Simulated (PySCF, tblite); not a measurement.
# C₇H₉FNP: geometry, infrared bands and NMR shifts

What infrared bands and NMR shifts should C₇H₉FNP (`N#CCCP1CC=C(F)C1`) show?

The runs use tblite 0.8.0 and PySCF 2.14.0, with density-fitted response routines of our own; the level of theory stands in each step. All values are computed, except where a source is named. Atoms are numbered from 0 throughout.

**1. The molecule as given**

19 atoms, charge 0, multiplicity 1; geometry from: force field or distance geometry start.

Bonds of the start (Å): N0–C1 1.16, C1–C2 1.47, C2–C3 1.53, C3–P4 1.87, P4–C5 1.84, C5–C6 1.48, C6–C7 1.34, C7–F8 1.35, C7–C9 1.47, C9–P4 1.84, C2–H10 1.10, C2–H11 1.09, C3–H12 1.08, C3–H13 1.11, C5–H14 1.08, C5–H15 1.10, C6–H16 1.08, C9–H17 1.09, C9–H18 1.10.

**2. Relaxing the molecule with GFN2-xTB**

The job: settings as JSON, then the geometry in Å.

```
{"job": {"kind": "relax", "xc": "GFN2-xTB", "basis": "xTB"}, "charge": 0, "multiplicity": 1}
N      3.732100    -0.473100    -2.270600
C      3.095000    -0.138500    -1.357400
C      2.313500     0.264700    -0.180200
C      1.012600    -0.537700    -0.111700
P     -0.011600    -0.095300     1.390100
C     -1.408300    -1.269100     1.178300
C     -2.270100    -0.468000     0.278500
C     -1.991700     0.826100     0.105000
F     -2.776100     1.559800    -0.707500
C     -0.840500     1.431800     0.792400
H      2.079700     1.337500    -0.260600
H      2.895100     0.128500     0.729700
H      0.426300    -0.426300    -1.014700
H      1.267400    -1.611400    -0.026000
H     -1.100700    -2.204000     0.725600
H     -1.917300    -1.470200     2.138000
H     -3.121400    -0.930600    -0.199500
H     -0.221900     2.016000     0.104600
H     -1.172100     2.069100     1.619900
```

Launch:

```bash
OMP_NUM_THREADS=1 python probes_run.py task.json out
```

One launch serves the whole session: the jobs run in the order shown.

**Question.** This job is followed by: GFN2-xTB harmonic vibrations, gas phase; GIAO PBE0/pcSseg-1 NMR shielding, non-relativistic, gas phase. What will the session give for the following? strongest single infrared mode (GFN2-xTB); zero-point energy (GFN2-xTB); ¹³C shifts against TMS (PBE0/pcSseg-1); ¹H shifts against TMS (PBE0/pcSseg-1, means over atoms taken as alike); ¹⁵N shifts against NH3 (PBE0/pcSseg-1); ³¹P shifts against H3PO4 (PBE0/pcSseg-1); ¹⁹F shifts against CFCl3 (PBE0/pcSseg-1); surface potential, 1st and 99th percentile.

**Answer**, as computed:

```
                                                              quantity                                            value
                             strongest single infrared mode (GFN2-xTB)                            2413 cm⁻¹, 224 km/mol
                                          zero-point energy (GFN2-xTB)                                    89.5 kcal/mol
                                ¹³C shifts against TMS (PBE0/pcSseg-1)  172.2, 123.9, 109.6, 32.8, 31.9, 30.8, 14.9 ppm
¹H shifts against TMS (PBE0/pcSseg-1, means over atoms taken as alike)                 5.48, 2.48, 2.45, 2.16, 1.81 ppm
                                ¹⁵N shifts against NH3 (PBE0/pcSseg-1)                                        298.5 ppm
                              ³¹P shifts against H3PO4 (PBE0/pcSseg-1)                                        -30.9 ppm
                              ¹⁹F shifts against CFCl3 (PBE0/pcSseg-1)                                       -113.7 ppm
                                 surface potential, 1st and 99th percentile                               -1.75 V and 1.45 V
```

**Reading.** Relaxing lowered the energy by 0.321 eV in 49 steps; the close pair that moved most is P4–C5, from 1.837 to 1.876 Å. All 51 modes are real, so the xTB geometry is a minimum. The strongest single mode, at 2413 cm⁻¹, moves mainly C1 and N0. Unscaled tight-binding wavenumbers are off by several per cent, some by more. Its intensities can rank the bands wrongly. H16 (hydrogen on an alkene CH) lies farthest downfield among hydrogen, at 5.48 ppm; attached to an sp2 carbon and in the plane of the double bond. At PBE0/pcSseg-1: Shielding is most anisotropic at N0 (span 498 ppm, paramagnetic term -370 ppm).
